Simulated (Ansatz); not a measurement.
# CaPb2: the cost of one run

Program: Ansatz 0.2.0. Level of theory: DFT PBE, scalar-relativistic, plane waves, PAW. These are calculated values, not measurements.

## Step 1: The system as given

The structure is trigonal, space group R-3m (No. 166). The conventional cell has a = 4.143 Å, b = 4.143 Å, c = 18.770 Å, α = 90.00°, β = 90.00°, γ = 120.00°. Ca (site symmetry -3m) is surrounded by 6 Pb at 2.86 Å. Around Pb (site symmetry 3m) lie 3 Ca at 2.86 Å.

Structure file:

```xyz
3
Lattice="2.0716 1.1960 6.2567 -2.0716 1.1960 6.2567 0.0000 -2.3921 6.2567" Properties=species:S:1:pos:R:3 pbc="T T T"
Ca    0.0000    0.0000    0.0000
Pb    0.0000    0.0000   14.0776
Pb    0.0000    0.0000    4.6925
```

(A quick probe on a coarse mesh, which set the mesh and smearing, is not shown.)

## Step 3: Rough relaxation on the coarse mesh

File input.yaml:

```yaml
crystal:
  lattice:
    - [2.0715827172, 1.1960288394, 6.2567097435]
    - [-2.0715827172, 1.1960288394, 6.2567097435]
    - [0.0, -2.3920576788, 6.2567097435]
  atoms:
    - { symbol: Ca, position: [0.0, 0.0, 0.0] }
    - { symbol: Pb, position: [0.75, 0.75, 0.75] }
    - { symbol: Pb, position: [0.25, 0.25, 0.25] }
basis:
  ecutwfc: 420
kpoints:
  mp_grid: { grid: [6, 6, 6] }
hamiltonian:
  xc: pbe
scf:
  occupations: { method: gaussian, width: 0.1 }
  lower_state_search: "off"
output:
  forces: true
  stress: true
  eigenvalues: true
relax:
  adjacent_minimum: "off"
  f_tol: 0.04
  max_steps: 70
  cell: { stress_tol: 0.4 }
```

Started as:

```console
ansatz run input.yaml --threads 1 --pin off --max-ram 2560MiB --backend cpu --events-out ev --progress --plain --runs-dir out
```

**Question.** How long does this run take on 1 thread of Intel Xeon Platinum 8488C (Sapphire Rapids), shared host, and how much memory does it need?

About 39 s, with a peak of 0.43 GiB.
